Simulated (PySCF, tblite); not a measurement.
# C4H14AlN: geometry, infrared bands and NMR shifts

What infrared bands and NMR shifts should C4H14AlN (`C[CH2][AlH2-][NH+](C)C`) show?

The runs use tblite 0.8.0 and PySCF 2.14.0, with density-fitted response routines of our own; the level of theory stands in each step. All values are computed, except where a source is named. Atoms count from 0, in the outputs and in this text.

**1. Starting geometry**

20 atoms, charge 0, multiplicity 1; geometry from: force field or distance geometry start.

Bonds of the start (Å): C0–C1 1.53, C1–Al2 1.98, Al2–N3 1.93, N3–C4 1.48, N3–C5 1.46, C0–H6 1.10, C0–H7 1.12, C0–H8 1.11, C1–H9 1.10, C1–H10 1.12, Al2–H11 1.59, Al2–H12 1.60, N3–H13 1.05, C4–H14 1.10, C4–H15 1.12, C4–H16 1.11, C5–H17 1.11, C5–H18 1.12, C5–H19 1.10.

**2. Optimising the geometry with GFN2-xTB**

Job settings and geometry (Å):

```
{"job": {"kind": "relax", "xc": "GFN2-xTB", "basis": "xTB"}, "charge": 0, "multiplicity": 1}
C      2.472700    -0.598700     0.548600
C      1.718900    -0.999000    -0.726400
Al     0.270500     0.284400    -1.162900
N     -0.910600     0.534700     0.346900
C     -1.553800    -0.742400     0.732500
C     -1.929100     1.549300     0.066500
H      3.282500    -1.316500     0.745700
H      2.912900     0.420600     0.433500
H      1.777600    -0.598800     1.419600
H      2.430700    -1.037800    -1.564200
H      1.276900    -2.013900    -0.583400
H      0.903000     1.690000    -1.561200
H     -0.586500    -0.275200    -2.388900
H     -0.330600     0.853500     1.163600
H     -0.789500    -1.492400     0.993000
H     -2.205000    -0.600200     1.629300
H     -2.172900    -1.130200    -0.107300
H     -2.571200     1.710900     0.959400
H     -1.438400     2.523800    -0.167000
H     -2.563200     1.248900    -0.780400
```

Started as:

```
OMP_NUM_THREADS=1 python probes_run.py task.json out
```

One launch serves the whole session: the jobs run in the order shown.

**Question.** This job is followed by: GFN2-xTB harmonic vibrations, gas phase; GIAO PBE0/pcSseg-1 NMR shielding, non-relativistic, gas phase. What will the session give for the following? strongest single infrared mode (GFN2-xTB); zero-point energy (GFN2-xTB); 13C shifts against TMS (PBE0/pcSseg-1, means over atoms taken as alike); 1H shifts against TMS (PBE0/pcSseg-1, means over atoms taken as alike); 27Al shifts against AlH4- (PBE0/pcSseg-1); 15N shifts against NH3 (PBE0/pcSseg-1).

As calculated:

| quantity | value |
| --- | --- |
| strongest single infrared mode (GFN2-xTB) | 695 cm⁻¹, 661 km/mol |
| zero-point energy (GFN2-xTB) | 105.3 kcal/mol |
| 13C shifts against TMS (PBE0/pcSseg-1, means over atoms taken as alike) | 39.0, 12.6, 2.2 ppm |
| 1H shifts against TMS (PBE0/pcSseg-1, means over atoms taken as alike) | 3.92, 2.67, 1.55, 1.12, 0.26 ppm |
| 27Al shifts against AlH4- (PBE0/pcSseg-1) | 92.4 ppm |
| 15N shifts against NH3 (PBE0/pcSseg-1) | 38.8 ppm |

What this shows: The optimisation took 71 steps and gained 0.486 eV; among the close pairs (by a distance rule), Al2–N3 changed most, from 1.933 to 2.065 Å. All 54 modes are real, so the xTB geometry is a minimum. The strongest single mode, at 695 cm⁻¹, moves mainly H11 and H12. Unscaled tight-binding wavenumbers are off by several per cent, some by more. Its intensities can rank the bands wrongly. At PBE0/pcSseg-1: The largest span, 63 ppm, is at C4, C5, where the paramagnetic term is -99 ppm.
